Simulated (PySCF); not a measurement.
# C2H6BPSi: the cost of one run

Programs: PySCF 2.14.0, with density-fitted response routines of our own. Each step states its level of theory. These are calculated values for one molecule in the gas phase, unless marked as measured. Atoms count from 0, in the outputs and in this text.

### 1 The molecule as given

11 atoms, charge 0, multiplicity 1; geometry from: GFN2-xTB. The atoms were then displaced at random by about 0.01 Å, so the start is not that level's minimum.

Bonds of the start (Å): C0–C1 1.24, C1–B2 1.51, B2–P3 1.82, P3–Si4 2.26, C0–H5 1.02, B2–H6 1.16, P3–H7 1.37, Si4–H8 1.45, Si4–H9 1.48, Si4–H10 1.45.

### 2 Optimising the geometry at PBE0-D3(BJ)/def2-SVP

Job settings and geometry (Å):

```
{"job": {"xc": "PBE0", "basis": "def2-SVP", "d3": "d3bj", "grid": 1, "shake": 0.01, "kind": "geom"}, "charge": 0, "multiplicity": 1}
C      3.185600    -0.536000     0.074070
C      2.106850    -0.048860    -0.293570
B      0.764380     0.519110    -0.703280
P     -0.407090     1.062160     0.585740
Si    -2.256090    -0.135950     0.076980
H      4.085280    -0.909280     0.367070
H      0.537910     0.707150    -1.824130
H      0.017670     0.377820     1.700060
H     -2.014290    -1.547630    -0.156020
H     -3.141620     0.001290     1.253520
H     -2.840480     0.484350    -1.096090
```

Started as:

```console
OMP_NUM_THREADS=1 python probes_run.py task.json out
```

One launch serves the whole session: the jobs run in the order shown.

**Question.** How long does this first job take on 1 thread of Intel Xeon Platinum 8259CL at 2.50GHz, shared host, and how much memory does it need?

About 53 s, with a peak of 0.44 GiB.
